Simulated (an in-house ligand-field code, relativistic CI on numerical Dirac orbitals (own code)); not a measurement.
# d6 to d9 in a ligand field: terms by electron count

Aim: the terms of a d6 to d9 shell from Racah B and C and the field, by exact diagonalisation.

The numbers are computed with an in-house ligand-field code version 1 (parametric ligand-field model of a d^n configuration (Racah B and C, spin-orbit zeta, crystal field), exact diagonalisation), except any that are marked as measured or tabulated.

### 1 The atom as given

```
shell        : d6 to d9
set 1 (cm⁻¹) : d6: B = 900, C = 4240, Oh, 10Dq = 29500
set 2 (cm⁻¹) : d7: B = 900, C = 4240, Oh, 10Dq = 29500
set 3 (cm⁻¹) : d8: B = 900, C = 4240, Oh, 10Dq = 29500
set 4 (cm⁻¹) : d9: B = 900, C = 4240, Oh, 10Dq = 29500
```

### 2 Set 1

Input settings:

```ini
n = 6
racah_B = 900  # cm-1
racah_C = 4240  # cm-1
zeta = 0  # cm-1
symmetry = Oh
field = {"10Dq": 29500}  # cm-1
```

Launch:

```
python run_levels.py task.json out
```

The settings of every run stand in task.json; they run in order.

### 3 Set 2

Changes to the settings of step 2:

```diff
@@ -1,2 +1,2 @@
-n = 6
+n = 7
 racah_B = 900  # cm-1
```

### 4 Set 3

Changes to the settings of step 3:

```diff
@@ -1,2 +1,2 @@
-n = 7
+n = 8
 racah_B = 900  # cm-1
```

### 5 Set 4

Changes to the settings of step 4:

```diff
@@ -1,2 +1,2 @@
-n = 8
+n = 9
 racah_B = 900  # cm-1
```

(Steps that only read results are left out.)

What does the calculation give? Wanted: lowest terms; sets at their largest spin, of those that allow S over 1.

**Answer**, as computed:

| set | 10Dq/B (size) | lowest | S | electrons in z² and x²-y² | first level of the same spin (cm⁻¹) |
| --- | --- | --- | --- | --- | --- |
| 1: Oh, d6 | 32.8 | 1A1 | 0.00 | 0.04 | 1T1 26751 |
| 2: Oh, d7 | 32.8 | 2E | 0.50 | 1.03 | 2T1 26526 |
| 3: Oh, d8 | 32.8 | 3A2 | 1.00 | 2.00 | 3T2 29500 |
| 4: Oh, d9 | 32.8 | 2E | 0.50 | 3.00 | 2T2 29500 |

| quantity | value |
| --- | --- |
| lowest terms | 1: 1A1, 2: 2E, 3: 3A2, 4: 2E |
| sets at their largest spin, of those that allow S over 1 | none |

In words: 2 of 4 sets have the highest spin that their shell allows. B, C and the field are free parameters here, not those of a compound.
